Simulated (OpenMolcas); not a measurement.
# Cu²⁺ among point charges: CASSCF and CASPT2 levels and susceptibility

How does a field of 6 point charges split the states of Cu²⁺, and what χT follows?

Method: state-averaged CASSCF and CASPT2, spin-orbit coupling by RASSI with atomic mean-field integrals. Code: OpenMolcas 26.06.

## Step 1: The atom as given

- Species: Cu²⁺ (copper, Z = 29, 27 electrons)
- Basis: ANO-RCC-VDZP [5s4p2d1f], 34 functions
- Scalar Hamiltonian: DKH2, point nucleus
- Inactive shells: 1s 2s 2p 3s 3p
- Active space: 9 electrons in 5 orbitals (3d)
- Some configurations of this space: 3d9
- Orbitals: optimised for each spin and parity, averaged over all roots

The outer shells:

3d9
```
3d [↑↓][↑↓][↑↓][↑↓][↑ ]
```

The ion sits among 6 point charges of -2.2 e arranged as an octahedron (Oh), 2.03 Å from the ion.

The work runs as a chain of OpenMolcas steps in one folder; each step below is one input file. Labels, J, g values, rates, χT and fits are worked out afterwards by a script from the matrices that RASSI stores. The input lists half of the charges; inversion (Group=XYZ) makes the rest.

## Step 2: Basis and integrals

Contents of a.inp:

```
&GATEWAY
Coord
1

Cu 0.0 0.0 0.0
Basis=ANO-RCC-VDZP
Group=XYZ
NoMove
AngMom=0.0 0.0 0.0
AMFI
XField
3 Angstrom 0
2.030000 0.000000 0.000000 -2.200000
0.000000 2.030000 0.000000 -2.200000
0.000000 0.000000 2.030000 -2.200000
&SEWARD
```

Launch:

```
OMP_NUM_THREADS=1 MOLCAS_MEM=1689 MOLCAS_PROJECT=a pymolcas a.inp > a.log
```

## Step 3: Reference wave functions, doublets of even parity, 5 roots

Contents of a.inp:

```
&RASSCF
FileOrb=start.orb
Symmetry=1
Spin=2
nActEl=9 0 0
Inactive=3 6
Ras2=5 0
CIRoot=5 5 1
SDav=5
CIMx=300
Iter=120 100
PrWF=0.3
OrbListing=Nothing
MaxOrb=0
>>> COPY $Project.JobIph JOB001
```

start.orb holds the contracted functions of the basis, ordered by shell, or the orbitals of the step before.

## Step 4: State interaction with spin-orbit coupling

Contents of a.inp:

```
&RASSI
NrOfJobIphs=1 5
1 2 3 4 5
IphNames
JOB001
EJob
SpinOrbit
DIPRint=1.0
SOCoupling=1000.0
Subsets=2
Property=9
'ANGMOM' 1 'ANGMOM' 2 'ANGMOM' 3 'MLTPL  1' 1 'MLTPL  1' 2 'MLTPL  1' 3
'AMFI' 1 'AMFI' 2 'AMFI' 3
SOProperty=3
'ANGMOM' 1 'ANGMOM' 2 'ANGMOM' 3
```

## Step 5: CASPT2: IPEA 0.25, imaginary shift 0.1 (closed shells correlated: 3s 3p)

Contents of a.inp:

```
>>> COPY JOB001 $Project.JobIph
&CASPT2
Multistate=5 1 2 3 4 5
NoMult
Frozen=2 3
IPEA=0.25
Imaginary=0.1
MaxIter=60
WThr=0.0 0.3 0.05
PrWF=0.5
NoMix
```

(Steps that only read results are left out.)

What does the calculation give? Wanted: spin-free ground state; first state of the same spin within the active space; lowest level; next level.

The runs gave:

| quantity | value |
| --- | --- |
| method | SS-CASPT2, IPEA 0.25, imaginary shift 0.1 (closed shells correlated: 3s 3p) |
| spin-free ground state | 2E, 2-fold in its orbital part |
| first state of the same spin within the active space | 2T2 at 4340 cm⁻¹ |
| lowest level | 4-fold Γ8 |
| next level | 3731.0 cm⁻¹ |
| χT at 300 K | 0.73 cm³ K/mol |
| effective moment at 300 K | 2.41 μB |

Cost by method:

```csv
method,time of its own steps,time with the reference
A. CASSCF,1.3 s,1.3 s
"B. SS-CASPT2, IPEA 0.25, imaginary shift 0.1, +3s 3p",0.42 s,1.7 s
```

Times are of one thread on a shared host.

The spin-free ground state (2E) comes to 100 % from free-ion D terms and keeps the highest spin of the shell. χT at 300 K is 0.73, against 0.38 cm³ K/mol for the spin alone, so orbital moment adds to it. A ligand-field fit to the states below 45000 cm-1 gives 10Dq = 4342 cm-1, the gap between the two states. An orbital doublet at a regular site is open to a Jahn-Teller distortion, which this geometry leaves out. The field of point charges can differ much from that of real complexes. This is an electrostatic model: the charges have no orbitals.
